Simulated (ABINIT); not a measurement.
# Ni (Fm-3m) in ABINIT: reference runs

Reference runs on Ni: the cell as given.

Program: ABINIT 10.8.3 (patched build). These are calculated values, not measurements. Logs are shortened: lines on timing, memory, paths and dates and some standing lists are left out, and cuts for length are marked. The log counts tension as positive stress, the text compression.

## (1) Starting point

It takes space group Fm-3m (No. 225, cubic). Conventional cell: a = 3.475 Å, b = 3.475 Å, c = 3.475 Å, α = 90.00°, β = 90.00°, γ = 90.00°. Ni (site symmetry m-3m) has 12 Ni at 2.46 Å as nearest neighbours.

## (2) Single point, PBEsol, collinear spin, ferromagnetic start

The input, run.abi:

```
# Pseudopotentials
pp_dirpath "./"
pseudos "Ni.upf"

# Structure
acell 3*1.0 Angstrom
rprim
     0.0000000000     1.7375729330     1.7375729330
     1.7375729330     0.0000000000     1.7375729330
     1.7375729330     1.7375729330     0.0000000000
ntypat 1
znucl 28
natom 1
typat 1
xcart
     0.0000000000     0.0000000000     0.0000000000 Angstrom

# Plane-wave basis
ecut 49.0

# k points
kptopt 1
ngkpt 13 13 13
nshiftk 1
shiftk 0.0 0.0 0.0

# Exchange and correlation
ixc -116133

# Bands and occupations
nband 14
occopt 3
tsmear 0.00183747

# Spin
nsppol 2
spinat
     0.0000000000     0.0000000000     1.0000000000

# SCF cycle
nstep 100
tolvrs 1.0e-10

# Output
iomode 3
prtwf 0
prtden 0
prteig 0
prtebands 0
```

Potentials or basis: PseudoDojo NC SR PBEsol v0.4.1 standard.

Launch:

```console
$ abinit run.abi > log 2>&1
```

run.abo:

```text
.Version 10.8.3 of ABINIT
 Symmetries : space group Fm -3 m (#225); Bravais cF (face-center cubic)
================================================================================
 Values of the parameters that define the memory need of the present run
     intxc =       0    ionmov =       0      iscf =       7    lmnmax =       6
     lnmax =       6     mgfft =      30  mpssoang =       3    mqgrid =    3001
     natom =       1  nloc_mem =       1    nspden =       2   nspinor =       1
    nsppol =       2      nsym =      48    n1xccc =    2501    ntypat =       1
    occopt =       3   xclevel =       2
       mpw =        1185          nfft =       27000          nkpt =          84
================================================================================
================================================================================

--------------------------------------------------------------------------------
------------- Echo of variables that govern the present computation ------------
--------------------------------------------------------------------------------
 -outvars: echo values of preprocessed input variables --------
            acell      1.8897261259E+00  1.8897261259E+00  1.8897261259E+00 Bohr
              amu      5.86900000E+01
             ecut      4.90000000E+01 Hartree
                       outvar_i_n : Printing only first  50 k-points.
              ixc     -116133
                       outvar_i_n : Printing only first  50 k-points.
         kptrlatt       13    0    0      0   13    0      0    0   13
          kptrlen      6.03670926E+01
            natom           1
            nband          14
            ngfft          30      30      30
             nkpt          84
           nspden           2
           nsppol           2
            nstep         100
             nsym          48
           ntypat           1
                       prtocc : prtvol=0, do not print more k-points.
                       1.000000  1.000000  1.000000  1.000000  1.000000  1.000000
                       1.000000  1.000000  1.000000  0.000000  0.000000  0.000000
                       0.000000  0.000000
                       1.000000  1.000000  1.000000  1.000000  1.000000  1.000000
                       1.000000  1.000000  1.000000  0.000000  0.000000  0.000000
                       0.000000  0.000000
                       1.000000  1.000000  1.000000  1.000000  1.000000  1.000000
                       1.000000  1.000000  1.000000  0.000000  0.000000  0.000000
                       0.000000  0.000000
                       1.000000  1.000000  1.000000  1.000000  1.000000  1.000000
                       1.000000  1.000000  1.000000  0.000000  0.000000  0.000000
                       0.000000  0.000000
                       1.000000  1.000000  1.000000  1.000000  1.000000  1.000000
                       1.000000  1.000000  1.000000  0.000000  0.000000  0.000000
                       0.000000  0.000000
                       1.000000  1.000000  1.000000  1.000000  1.000000  1.000000
                       1.000000  1.000000  1.000000  0.000000  0.000000  0.000000
[... 118 lines left out ...]
                       1.000000  1.000000  1.000000  1.000000  1.000000  1.000000
                       1.000000  1.000000  1.000000  0.000000  0.000000  0.000000
[... 127 lines left out ...]

 ----iterations are completed or convergence reached----

 Mean square residual over all n,k,spin=   68.199E-11; max=  39.297E-08
 reduced coordinates (array xred) for    1 atoms
       0.000000000000      0.000000000000      0.000000000000
 rms dE/dt=  0.0000E+00; max dE/dt=  0.0000E+00; dE/dt below (all hartree)
    1       0.000000000000      0.000000000000      0.000000000000

 cartesian coordinates (angstrom) at end:
    1      0.00000000000000     0.00000000000000     0.00000000000000

 cartesian forces (hartree/bohr) at end:
    1     -0.00000000000000    -0.00000000000000    -0.00000000000000
 frms,max,avg= 0.0000000E+00 0.0000000E+00   0.000E+00  0.000E+00  0.000E+00 h/b

 cartesian forces (eV/Angstrom) at end:
    1     -0.00000000000000    -0.00000000000000    -0.00000000000000
 frms,max,avg= 0.0000000E+00 0.0000000E+00   0.000E+00  0.000E+00  0.000E+00 e/A
 length scales=  1.889726125908  1.889726125908  1.889726125908 bohr
              =  1.000000000000  1.000000000000  1.000000000000 angstroms
 Fermi (or HOMO) energy (hartree) =   0.43192   Average Vxc (hartree)=  -0.52865
 Magnetization (Bohr magneton)=  6.31323583E-01
 Total spin up =  9.31566179E+00   Total spin down =  8.68433821E+00
 Eigenvalues (hartree) for nkpt=  84  k points, SPIN UP:
 kpt#   1, nband= 14, wtk=  0.00046, kpt=  0.0000  0.0000  0.0000 (reduced coord)
  -3.36874   -1.91357   -1.91357   -1.91357    0.08637    0.33723    0.33723    0.33723
   0.38344    0.38344    1.30697    1.46044    1.46044    1.46044
      occupation numbers for kpt#   1
   1.00000    1.00000    1.00000    1.00000    1.00000    1.00000    1.00000    1.00000
   1.00000    1.00000    0.00000    0.00000    0.00000    0.00000
 prteigrs : prtvol=0 or 1, do not print more k-points.

 Eigenvalues (hartree) for nkpt=  84  k points, SPIN DOWN:
 kpt#   1, nband= 14, wtk=  0.00046, kpt=  0.0000  0.0000  0.0000 (reduced coord)
  -3.34232   -1.88514   -1.88514   -1.88514    0.08526    0.36502    0.36502    0.36502
   0.40727    0.40727    1.30281    1.46001    1.46001    1.46001
      occupation numbers for kpt#   1
   1.00000    1.00000    1.00000    1.00000    1.00000    1.00000    1.00000    1.00000
   1.00000    1.00000    0.00000    0.00000    0.00000    0.00000
 prteigrs : prtvol=0 or 1, do not print more k-points.

--- !EnergyTerms
iteration_state     : {dtset: 1, }
comment             : Components of total free energy in Hartree
kinetic             :  7.88520821295590E+01
hartree             :  4.56615795042742E+01
xc                  : -2.12310689781738E+01
Ewald energy        : -1.13101765479556E+02
psp_core            :  4.97562275412890E+00
local_psp           : -1.36276067525979E+02
non_local_psp       : -2.65313318929636E+01
internal            : -1.67650949488710E+02
'-kT*entropy'       : -4.79427713724664E-04
total_energy        : -1.67651428916424E+02
total_energy_eV     : -4.56202778693545E+03
band_energy         : -1.47128722404809E+01
...

 Cartesian components of stress tensor (hartree/bohr^3)
  sigma(1 1)=  8.27816301E-05  sigma(3 2)=  0.00000000E+00
  sigma(2 2)=  8.27816301E-05  sigma(3 1)=  0.00000000E+00
  sigma(3 3)=  8.27816301E-05  sigma(2 1)=  0.00000000E+00

-Cartesian components of stress tensor (GPa)         [Pressure= -2.4355E+00 GPa]
- sigma(1 1)=  2.43551964E+00  sigma(3 2)=  0.00000000E+00
- sigma(2 2)=  2.43551964E+00  sigma(3 1)=  0.00000000E+00
- sigma(3 3)=  2.43551964E+00  sigma(2 1)=  0.00000000E+00

== END DATASET(S) ==============================================================
================================================================================

 -outvars: echo values of variables after computation  --------
            acell      1.8897261259E+00  1.8897261259E+00  1.8897261259E+00 Bohr
           etotal     -1.6765142892E+02
            fcart     -0.0000000000E+00 -0.0000000000E+00 -0.0000000000E+00
            rprim      0.0000000000E+00  1.7375729330E+00  1.7375729330E+00
                       1.7375729330E+00  0.0000000000E+00  1.7375729330E+00
                       1.7375729330E+00  1.7375729330E+00  0.0000000000E+00
           strten      8.2781630064E-05  8.2781630064E-05  8.2781630064E-05
                       0.0000000000E+00  0.0000000000E+00  0.0000000000E+00
 Calculation completed.
```

Wall time 58 s (1 thread of Arm Neoverse V2, shared host); peak memory 0.1 GiB.

Results:

* Free energy: -4562.0278 eV
* Pressure: -2.4 GPa
* Band gap on the k mesh: none (metal or under the smearing width)
* Net moment: 0.63 μB per cell
* Site moments: Ni +0.67 μB
* Valence electrons inside the program's atomic spheres: Ni 16.36 (radii [1.0584] Å)
